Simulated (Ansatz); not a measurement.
# AlBrH₅P (built from SMILES P.[AlH2][Br]): search for a transition state

Is there a first-order saddle for this four-centre ligand exchange, which should form Al1–P6, Br2–H5 and break Al1–Br2, H5–P6, and which two structures does it connect?

Method: PBE0-D4, def2-SVP first, then def2-TZVP; program: Ansatz 0.2.0, Gaussian basis.

152 further runs of the same task are left out: 152 set aside as unsound or not needed.

## Step 1: The system as given

The guess: 8 atoms, charge 0, spin multiplicity 1.

Atoms are counted from 1 here; the program's logs count them from 0.

Bond lengths: Al1–Br2 2.586 Å, Al1–H3 1.553 Å, Al1–H4 1.544 Å, Al1–P6 2.351 Å, Br2–H5 1.465 Å, P6–H7 1.392 Å, P6–H8 1.397 Å. Angles: Br2–Al1–H3 94.2°, Br2–Al1–H4 96.0°, Br2–Al1–P6 103.2°, H3–Al1–H4 119.9°, H3–Al1–P6 113.9°, H4–Al1–P6 120.7°, Al1–Br2–H5 52.8°, Al1–P6–H7 108.9°, Al1–P6–H8 90.2°, H7–P6–H8 93.2°.

Geometry (Å):

```mol
AlBrH5P
  3D, bonds by distance, orders not assigned

  8  7  0  0  0  0  0  0  0  0999 V2000
   -0.8152   -0.5301   -0.3670 Al  0  0
    0.8358    0.4415   -2.1048 Br  0  0
   -0.3321   -1.9935   -0.5567 H   0  0
   -2.0995   -0.0459   -1.0743 H   0  0
    0.8415    0.6624   -0.6567 H   0  0
   -0.1112    0.4509    1.6497 P   0  0
    0.7585    1.4990    1.3618 H   0  0
    0.9223   -0.4842    1.7481 H   0  0
  1  2  8  0
  1  3  8  0
  1  4  8  0
  1  6  8  0
  2  5  8  0
  6  7  8  0
  6  8  8  0
M  END
```

Distances that are to change: Al1–P6 2.35 Å, Br2–H5 1.46 Å, Al1–Br2 2.59 Å, H5–P6 2.50 Å.

## Step 2: Relaxing the guess with the reacting distances held

hold/in.yaml reads:

```yaml
crystal:
  periodic: [false, false, false]
  atoms:
    - {symbol: Al, position_ang: [-0.815200, -0.530100, -0.367000]}
    - {symbol: Br, position_ang: [0.835800, 0.441500, -2.104800]}
    - {symbol: H, position_ang: [-0.332100, -1.993500, -0.556700]}
    - {symbol: H, position_ang: [-2.099500, -0.045900, -1.074300]}
    - {symbol: H, position_ang: [0.841500, 0.662400, -0.656700]}
    - {symbol: P, position_ang: [-0.111200, 0.450900, 1.649700]}
    - {symbol: H, position_ang: [0.758500, 1.499000, 1.361800]}
    - {symbol: H, position_ang: [0.922300, -0.484200, 1.748100]}
basis:
  gaussian: {orbitals: def2-SVP}
hamiltonian: {xc: pbe0, dispersion: d4}
relax: {f_tol: 0.04, max_steps: 150, escape_saddle: false, constraints: [{distance: [0, 5]}, {distance: [1, 4]}, {distance: [0, 1]}, {distance: [4, 5]}]}
```

Run with:

```console
> ansatz run in.yaml --threads 4 --pin off --events-out ev --progress --plain --max-ram 9574MiB
```

Further steps of the session: Force constants to start from; Saddle search in the small basis; Saddle search in triple zeta; Vibrations at the point found; Relaxing after a step of 0.30 Å one way along the mode; Relaxing after a step of 0.30 Å the other way along the mode.

Q: Predict the outcome of this session. Wanted: imaginary mode; barrier from the start side; barrier from the end side; energy of the step; pairs that change; zero-point energy at the saddle.

As calculated:

```
                       quantity                                          value
                 imaginary mode                                      142i cm⁻¹
    barrier from the start side                                   166.0 kJ/mol
      barrier from the end side                                     4.7 kJ/mol
             energy of the step                                  +161.3 kJ/mol
              pairs that change  Br2–H5 formed, Al1–Br2 loosened, H5–P6 broken
zero-point energy at the saddle                                       1.019 eV
```

What this shows: One imaginary mode, 142i cm⁻¹, makes this a first-order saddle. It joins the planned start and end. A bond meant to break is only loosened at the end: the products stay bound as an adduct. At PBE0-D4/def2-TZVP the electronic barrier is 166.0 kJ/mol, about 67 kT at 298 K, and the step runs 161.3 kJ/mol uphill. A step off the saddle overshot and began above it in energy, so the link to its end is likely but not proven. The ends are the nearest minima, not always the lowest complexes.
